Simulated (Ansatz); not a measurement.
I need a ladder of methods at one geometry of C4H7Al, SMILES CC#C[CH2][AlH2]. Use the Python package of Ansatz (0.2.0). Use (for the species named): PBE, cc-pVDZ basis, multiplicity 1. The script varies functional: pbe, hf, revpbe, lda, r2scan0, pbe0.

```
atom    x (Å)    y (Å)    z (Å)
   C   2.5759   0.5790   0.0532
   C   1.2132   0.0777   0.2308
   C   0.0896  -0.3350   0.3765
   C  -1.2734  -0.8371   0.5550
  Al  -2.4982   0.0771  -0.7237
   H   2.5994   1.2937  -0.7951
   H   2.9043   1.0939   0.9795
   H   3.2577  -0.2699  -0.1596
   H  -1.2926  -1.9301   0.3659
   H  -1.6083  -0.6359   1.5933
   H  -3.3090  -0.7783  -1.8009
   H  -2.6586   1.6650  -0.6749
```

Script `c4h7al_methods.py`:
```python
"""One geometry of C4H7Al, method by method."""

from pathlib import Path

import ansatz as az
import numpy as np

geometry_ang = [
    ("C", (2.5759, 0.579, 0.0532)),
    ("C", (1.2132, 0.0777, 0.2308)),
    ("C", (0.0896, -0.335, 0.3765)),
    ("C", (-1.2734, -0.8371, 0.555)),
    ("Al", (-2.4982, 0.0771, -0.7237)),
    ("H", (2.5994, 1.2937, -0.7951)),
    ("H", (2.9043, 1.0939, 0.9795)),
    ("H", (3.2577, -0.2699, -0.1596)),
    ("H", (-1.2926, -1.9301, 0.3659)),
    ("H", (-1.6083, -0.6359, 1.5933)),
    ("H", (-3.309, -0.7783, -1.8009)),
    ("H", (-2.6586, 1.665, -0.6749)),
]
c4h7al = az.Crystal.molecule()
for symbol, xyz in geometry_ang:
    c4h7al = c4h7al.atom(symbol, xyz)

base = c4h7al.calculation().basis(gaussian="cc-pVDZ")

print("functional    E (Ha)        dipole (D)   HOMO (eV)  LUMO (eV)")
for name in ["pbe", "hf", "revpbe", "lda", "r2scan0", "pbe0"]:
    rep = base.functional(name).forces().orbitals().run(threads=1, runs_dir="runs").report
    lines = Path(rep["orbitals_path"]).read_text().splitlines()
    field_of = lambda key: [line.split("=")[1].strip() for line in lines if line.startswith(key)]
    orbitals = [(27.211386 * float(e), s, float(n)) for e, s, n in zip(field_of("Ene="), field_of("Spin="), field_of("Occup="))]
    homo = max(e for e, _, n in orbitals if n > 0.5)
    lumo = min(e for e, _, n in orbitals if n < 0.5)
    dipole = 4.803205 * np.linalg.norm(rep["charge_distribution"]["dipole_moment_e_ang"])
    print(f"{name:10s} {rep['free_energy_ev'] / 27.211386246:14.6f} {dipole:9.3f} {homo:11.3f} {lumo:10.3f}")
```

```console
$ python c4h7al_methods.py
functional    E (Ha)        dipole (D)   HOMO (eV)  LUMO (eV)
pbe           -398.626939     0.533      -5.328     -2.179
hf            -397.402016     0.379      -9.071      1.295
revpbe        -398.891056     0.523      -5.285     -2.073
lda           -396.428744     0.555      -5.438     -2.403
r2scan0       -398.842074     0.419      -6.621     -1.235
pbe0          -398.677910     0.448      -6.478     -1.419
```

Total energies depend on the basis set; only differences at equal settings carry meaning. The geometry is a force-field or estimated start, not a minimum of this method, and the basis set is short of its limit. A lower total doesn't mark the better method: functionals have no common bound, and MP2 and coupled cluster aren't variational. Levels such as HOMO and LUMO are orbital energies: with these approximate functionals they aren't the ionisation energy and electron affinity, and their gap isn't the fundamental gap. For Al to Cl the sets with a tight d function, cc-pV(X+d)Z, are usual. Hardware and time: 17 s on 1 thread of AMD EPYC 9R14 (Zen 4), on a shared host, peak memory 0.31 GiB.

(Lines on the test bed's own set-up are left out of the output.)
